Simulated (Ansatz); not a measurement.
# CH₄BrFGe: small, medium and large basis sets

One table from this session's results is given with a row withheld; the runs are named, their logs left out.

Method: one geometry, several basis sets; program: Ansatz 0.2.0, Gaussian basis.

The runs, in order: PBE0-D4/def2-SVP; ωB97M-V/def2-SVP; PBE0-D4/def2-QZVPP; ωB97M-V/def2-QZVPP; the functionals' def2-TZVPP values are taken from earlier runs.

**Structure used throughout**

All runs share one geometry, relaxed beforehand with PBE0-D4 in a triple-zeta def2 set.

SMILES `F[CH2][GeH2][Br]`, 8 atoms, charge 0, spin multiplicity 1.

Atoms are counted from 1 here; the program's logs count them from 0.

Bond lengths: F1–C2 1.385 Å, C2–Ge3 1.971 Å, C2–H5 1.093 Å, C2–H6 1.093 Å, Ge3–Br4 2.313 Å, Ge3–H7 1.533 Å, Ge3–H8 1.533 Å. Angles: F1–C2–Ge3 109.5°, F1–C2–H5 108.9°, F1–C2–H6 108.9°, Ge3–C2–H5 110.2°, Ge3–C2–H6 110.2°, H5–C2–H6 109.0°, C2–Ge3–Br4 104.9°, C2–Ge3–H7 112.1°, C2–Ge3–H8 112.1°, Br4–Ge3–H7 107.6°, Br4–Ge3–H8 107.6°, H7–Ge3–H8 112.0°.

Set-up of the first run:

Contents of in.yaml:

```yaml
crystal:
  periodic: [false, false, false]
  atoms:
    - {symbol: F, position_ang: [-1.051637, 1.627734, 0.642493]}
    - {symbol: C, position_ang: [0.050728, 0.790845, 0.682781]}
    - {symbol: Ge, position_ang: [-0.163616, -0.642483, -0.652403]}
    - {symbol: Br, position_ang: [1.744677, -1.934952, -0.451979]}
    - {symbol: H, position_ang: [0.135518, 0.363747, 1.684995]}
    - {symbol: H, position_ang: [0.948340, 1.375839, 0.468044]}
    - {symbol: H, position_ang: [-0.205162, -0.096153, -2.084067]}
    - {symbol: H, position_ang: [-1.366749, -1.541575, -0.345864]}
basis:
  gaussian: {orbitals: def2-SVP}
hamiltonian: {xc: pbe0, dispersion: d4}
output: {orbitals: {seedname: orbitals}}
```

Launch:

```bash
$ ansatz run in.yaml --threads 4 --pin off --events-out ev --progress --plain --max-ram 10444MiB
```

Among the steps run: PBE0-D4 in def2-SVP; ωB97M-V in def2-SVP; PBE0-D4 in def2-QZVPP; ωB97M-V in def2-QZVPP.

One of the session's tables, all rows but one given; the rest of the session is left out.

It belongs to the step «Density functionals: the series». 

| functional | basis | HOMO (eV) |
| --- | --- | --- |
| PBE0-D4 | def2-SVP | ? |
| PBE0-D4 | def2-TZVPP | -8.25 |
| PBE0-D4 | def2-QZVPP | -8.27 |
| ωB97M-V | def2-SVP | -10.30 |
| ωB97M-V | def2-TZVPP | -10.45 |
| ωB97M-V | def2-QZVPP | -10.47 |

**Question.** Estimate the row for PBE0-D4, def2-SVP.

**Answer.** HOMO (eV): -8.12. In the column «HOMO (eV)» it is the highest.
